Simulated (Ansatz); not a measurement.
This script for Ansatz 0.2.0, Python API starts 5 runs on C2H8As2, SMILES [AsH2]CC[AsH2]. What input does the engine get in each?

`methods.py`:
```python
# -*- coding: utf-8 -*-
'''One geometry of C2H8As2, method by method.'''

from pathlib import Path
import warnings

import ansatz as az
import numpy as np

BASIS_SET = 'def2-SVP'

GEOMETRY = '''
As    2.26980    0.89750    0.27900
C     0.51180    0.20260    0.85930
C    -0.44390    0.06080   -0.32010
As   -2.18500   -0.62900    0.29910
H     2.36910   -0.09530   -0.92540
H     1.63820    2.03420   -0.59010
H     0.08340    0.90320    1.60680
H     0.66390   -0.78670    1.34010
H    -0.02460   -0.64390   -1.06870
H    -0.60550    1.04840   -0.80040
H    -2.65830   -0.91650   -1.16330
H    -1.61900   -2.07530    0.48370
'''


def main():
    warnings.simplefilter('ignore', az.DeckWarning)

    geometry = az.Crystal.molecule()
    for line in GEOMETRY.strip().splitlines():
        symbol, *xyz = line.split()
        geometry = geometry.atom(symbol, [float(v) for v in xyz])

    calc = geometry.calculation().basis(gaussian=BASIS_SET)

    print('functional    E (Ha)        dipole (D)   HOMO (eV)  LUMO (eV)')
    for name in ['hf', 'cam_b3lyp', 'lc_wpbe', 'r2scan', 'revpbe']:
        rep = calc.functional(name).forces().orbitals().run(threads=1, runs_dir='runs').report
        lines = Path(rep['orbitals_path']).read_text().splitlines()
        field_of = lambda key: [line.split('=')[1].strip() for line in lines if line.startswith(key)]
        orbitals = [(27.211386 * float(e), s, float(n)) for e, s, n in zip(field_of('Ene='), field_of('Spin='), field_of('Occup='))]
        homo = max(e for e, _, n in orbitals if n > 0.5)
        lumo = min(e for e, _, n in orbitals if n < 0.5)
        dipole = 4.803205 * np.linalg.norm(rep['charge_distribution']['dipole_moment_e_ang'])
        print(f'{name:10s} {rep["free_energy_ev"] / 27.211386246:14.6f} {dipole:9.3f} {homo:11.3f} {lumo:10.3f}')


if __name__ == '__main__':
    main()
```

Run 1:
```yaml
crystal:
  periodic: [false, false, false]
  atoms:
    - { symbol: As, position_ang: [2.2698, 0.8975, 0.279] }
    - { symbol: C, position_ang: [0.5118, 0.2026, 0.8593] }
    - { symbol: C, position_ang: [-0.4439, 0.0608, -0.3201] }
    - { symbol: As, position_ang: [-2.185, -0.629, 0.2991] }
    - { symbol: H, position_ang: [2.3691, -0.0953, -0.9254] }
    - { symbol: H, position_ang: [1.6382, 2.0342, -0.5901] }
    - { symbol: H, position_ang: [0.0834, 0.9032, 1.6068] }
    - { symbol: H, position_ang: [0.6639, -0.7867, 1.3401] }
    - { symbol: H, position_ang: [-0.0246, -0.6439, -1.0687] }
    - { symbol: H, position_ang: [-0.6055, 1.0484, -0.8004] }
    - { symbol: H, position_ang: [-2.6583, -0.9165, -1.1633] }
    - { symbol: H, position_ang: [-1.619, -2.0753, 0.4837] }
basis:
  gaussian:
    orbitals: def2-SVP
hamiltonian:
  xc: hf
output:
  orbitals: {}
  forces: true
```

Run 2, against run 1:
```diff
-  xc: hf
+  xc: cam_b3lyp
```

Run 3, against run 1:
```diff
-  xc: hf
+  xc: lc_wpbe
```

Run 4, against run 1:
```diff
-  xc: hf
+  xc: r2scan
```

Run 5, against run 1:
```diff
-  xc: hf
+  xc: revpbe
```

```console
$ python methods.py
functional    E (Ha)        dipole (D)   HOMO (eV)  LUMO (eV)
hf           -4548.145037     0.436      -9.362      3.350
cam_b3lyp    -4552.324933     0.399      -8.140      1.237
lc_wpbe      -4551.490086     0.567      -9.474      2.432
r2scan       -4552.078847     0.539      -6.113     -0.379
revpbe       -4551.759789     0.404      -5.798     -0.528
```

Total energies depend on the basis set; only differences at equal settings carry meaning. The geometry is a force-field or estimated start, not a minimum of this method, and the basis set is short of its limit. A lower total doesn't mark the better method: functionals have no common bound, and MP2 and coupled cluster aren't variational. Levels such as HOMO and LUMO are orbital energies: with these approximate functionals they aren't the ionisation energy and electron affinity, and their gap isn't the fundamental gap. The whole script took 28 s on 1 thread of Intel(R) Xeon(R) Processor @ 2.30GHz (shared host), peak memory 0.52 GiB.
